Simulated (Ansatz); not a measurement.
# TaO2: properties at the relaxed cell

Aim: for TaO2, measure the bulk modulus from energies at several volumes.

Method: DFT PBEsol, scalar-relativistic, plane waves, PAW, in Ansatz 0.2.0.

1 further run of the same task is left out (set aside as unsound or not needed).

**1. The starting structure**

Symmetry: P4_2/mnm, No. 136, tetragonal system. Conventional cell: a = 4.951 Å, b = 4.951 Å, c = 2.851 Å, α = 90.00°, β = 90.00°, γ = 90.00°. Ta (site symmetry mmm) is surrounded by 6 O at 2.01 to 2.07 Å. O (site symmetry m2m) has 3 Ta at 2.01 to 2.07 Å as nearest neighbours.

Coordinates:

```xyz
6
Lattice="4.9509 0.0000 0.0000 0.0000 4.9509 0.0000 0.0000 0.0000 2.8508" Properties=species:S:1:pos:R:3 pbc="T T T"
Ta    0.0000    0.0000    1.4254
Ta    2.4755    2.4755    0.0000
O     3.5322    1.4188    1.4254
O     1.4188    3.5322    1.4254
O     1.0567    1.0567    0.0000
O     3.8942    3.8942    0.0000
```

It goes back to an entry of the Materials Project, which need not be the stable form.

It is the result of an earlier relaxation at this level (volume 11.65 Å³/atom; gap on the mesh: none (metal)).

**2. Point at V/V0 = 0.97**

Input file input.yaml:

```yaml
crystal:
  lattice:
    - [4.9009318165, 0.0, 0.0]
    - [0.0, 4.9009318165, 0.0]
    - [0.0, 0.0, 2.8220259643]
  atoms:
    - { symbol: Ta, position: [0.0, 0.0, 0.5] }
    - { symbol: Ta, position: [0.5, 0.5, 0.0] }
    - { symbol: O, position: [0.7134360097, 0.2865639903, 0.5] }
    - { symbol: O, position: [0.2865639903, 0.7134360097, 0.5] }
    - { symbol: O, position: [0.2134360097, 0.2134360097, 0.0] }
    - { symbol: O, position: [0.7865639903, 0.7865639903, 0.0] }
basis:
  ecutwfc: 420
kpoints:
  mp_grid: { grid: [8, 8, 12] }
hamiltonian:
  xc: pbesol
scf:
  occupations: { method: gaussian, width: 0.1 }
output:
  forces: true
  stress: true
  eigenvalues: true
relax:
  adjacent_minimum: "off"
  f_tol: 0.01
  max_steps: 30
  cell: { stress_tol: 0.1, fix: [volume] }
```

Run with:

```
$ ansatz run input.yaml --threads 1 --pin off --max-ram 2560MiB --backend cpu --events-out ev --progress --plain --runs-dir out
```

**3. The cell scaled to 1.03 of its volume**

input.yaml, as its differences from that of step 2:

```diff
@@ -2,5 +2,5 @@
   lattice:
-    - [4.9009318165, 0.0, 0.0]
-    - [0.0, 4.9009318165, 0.0]
-    - [0.0, 0.0, 2.8220259643]
+    - [4.9999672225, 0.0, 0.0]
+    - [0.0, 4.9999672225, 0.0]
+    - [0.0, 0.0, 2.879051954]
   atoms:
```

**4. Point at V/V0 = 0.94**

Input file input.yaml:

```yaml
crystal:
  lattice:
    - [4.8540410081, 0.0, 0.0]
    - [0.0, 4.8540410081, 0.0]
    - [0.0, 0.0, 2.7878381923]
  atoms:
    - { symbol: Ta, position: [0.0, 0.0, 0.5] }
    - { symbol: Ta, position: [0.5, 0.5, 0.0] }
    - { symbol: O, position: [0.7142229548, 0.2857770452, 0.5] }
    - { symbol: O, position: [0.2857770452, 0.7142229548, 0.5] }
    - { symbol: O, position: [0.2142229548, 0.2142229548, 0.0] }
    - { symbol: O, position: [0.7857770452, 0.7857770452, 0.0] }
basis:
  ecutwfc: 420
kpoints:
  mp_grid: { grid: [8, 8, 12] }
hamiltonian:
  xc: pbesol
scf:
  occupations: { method: gaussian, width: 0.1 }
output:
  forces: true
  stress: true
  eigenvalues: true
relax:
  adjacent_minimum: "off"
  f_tol: 0.01
  max_steps: 30
  cell: { stress_tol: 0.1, fix: [volume] }
```

**5. Volume × 1.06**

Input file input.yaml:

```yaml
crystal:
  lattice:
    - [5.0447894284, 0.0, 0.0]
    - [0.0, 5.0447894284, 0.0]
    - [0.0, 0.0, 2.9104917365]
  atoms:
    - { symbol: Ta, position: [0.0, 0.0, 0.5] }
    - { symbol: Ta, position: [0.5, 0.5, 0.0] }
    - { symbol: O, position: [0.7125683134, 0.2874316866, 0.5] }
    - { symbol: O, position: [0.2874316866, 0.7125683134, 0.5] }
    - { symbol: O, position: [0.2125683134, 0.2125683134, 0.0] }
    - { symbol: O, position: [0.7874316866, 0.7874316866, 0.0] }
basis:
  ecutwfc: 420
kpoints:
  mp_grid: { grid: [8, 8, 12] }
hamiltonian:
  xc: pbesol
scf:
  occupations: { method: gaussian, width: 0.1 }
output:
  forces: true
  stress: true
  eigenvalues: true
relax:
  adjacent_minimum: "off"
  f_tol: 0.01
  max_steps: 30
  cell: { stress_tol: 0.1, fix: [volume] }
```

**6. The cell scaled to 0.91 of its volume**

Input file input.yaml:

```yaml
crystal:
  lattice:
    - [4.8060107325, 0.0, 0.0]
    - [0.0, 4.8060107325, 0.0]
    - [0.0, 0.0, 2.7530779725]
  atoms:
    - { symbol: Ta, position: [0.0, 0.0, 0.5] }
    - { symbol: Ta, position: [0.5, 0.5, 0.0] }
    - { symbol: O, position: [0.7149010427, 0.2850989573, 0.5] }
    - { symbol: O, position: [0.2850989573, 0.7149010427, 0.5] }
    - { symbol: O, position: [0.2149010427, 0.2149010427, 0.0] }
    - { symbol: O, position: [0.7850989573, 0.7850989573, 0.0] }
basis:
  ecutwfc: 420
kpoints:
  mp_grid: { grid: [8, 8, 12] }
hamiltonian:
  xc: pbesol
scf:
  occupations: { method: gaussian, width: 0.1 }
output:
  forces: true
  stress: true
  eigenvalues: true
relax:
  adjacent_minimum: "off"
  f_tol: 0.01
  max_steps: 30
  cell: { stress_tol: 0.1, fix: [volume] }
```

**7. Point at V/V0 = 1.10**

Input file input.yaml:

```yaml
crystal:
  lattice:
    - [5.1045915579, 0.0, 0.0]
    - [0.0, 5.1045915579, 0.0]
    - [0.0, 0.0, 2.9499678393]
  atoms:
    - { symbol: Ta, position: [0.0, 0.0, 0.5] }
    - { symbol: Ta, position: [0.5, 0.5, 0.0] }
    - { symbol: O, position: [0.7115386822, 0.2884613178, 0.5] }
    - { symbol: O, position: [0.2884613178, 0.7115386822, 0.5] }
    - { symbol: O, position: [0.2115386822, 0.2115386822, 0.0] }
    - { symbol: O, position: [0.7884613178, 0.7884613178, 0.0] }
basis:
  ecutwfc: 420
kpoints:
  mp_grid: { grid: [8, 8, 12] }
hamiltonian:
  xc: pbesol
scf:
  occupations: { method: gaussian, width: 0.1 }
output:
  forces: true
  stress: true
  eigenvalues: true
  write_density: true
  write_potential: true
  elf: true
  volumetric_format: npy
relax:
  adjacent_minimum: "off"
  f_tol: 0.01
  max_steps: 30
  cell: { stress_tol: 0.1, fix: [volume] }
```

**8. Point at V/V0 = 0.88**

Input file input.yaml:

```yaml
crystal:
  lattice:
    - [4.7570757403, 0.0, 0.0]
    - [0.0, 4.7570757403, 0.0]
    - [0.0, 0.0, 2.7173722235]
  atoms:
    - { symbol: Ta, position: [0.0, 0.0, 0.5] }
    - { symbol: Ta, position: [0.5, 0.5, 0.0] }
    - { symbol: O, position: [0.7155182267, 0.2844817733, 0.5] }
    - { symbol: O, position: [0.2844817733, 0.7155182267, 0.5] }
    - { symbol: O, position: [0.2155182267, 0.2155182267, 0.0] }
    - { symbol: O, position: [0.7844817733, 0.7844817733, 0.0] }
basis:
  ecutwfc: 420
kpoints:
  mp_grid: { grid: [8, 8, 12] }
hamiltonian:
  xc: pbesol
scf:
  occupations: { method: gaussian, width: 0.1 }
output:
  forces: true
  stress: true
  eigenvalues: true
relax:
  adjacent_minimum: "off"
  f_tol: 0.01
  max_steps: 30
  cell: { stress_tol: 0.1, fix: [volume] }
```

(Steps that only read results are left out.)

Before running it: what results should come out? Wanted: equilibrium volume of the fit; bulk modulus.

**Answer**, as computed:

| quantity | value |
| --- | --- |
| equilibrium volume of the fit | 11.65 Å³/atom |
| bulk modulus | 271 GPa |
| its pressure derivative | 4.5 |

In words: The fit puts the minimum at 11.65 Å³/atom with B = 271 GPa and B' = 4.5. Spin-orbit coupling is left out for Ta.
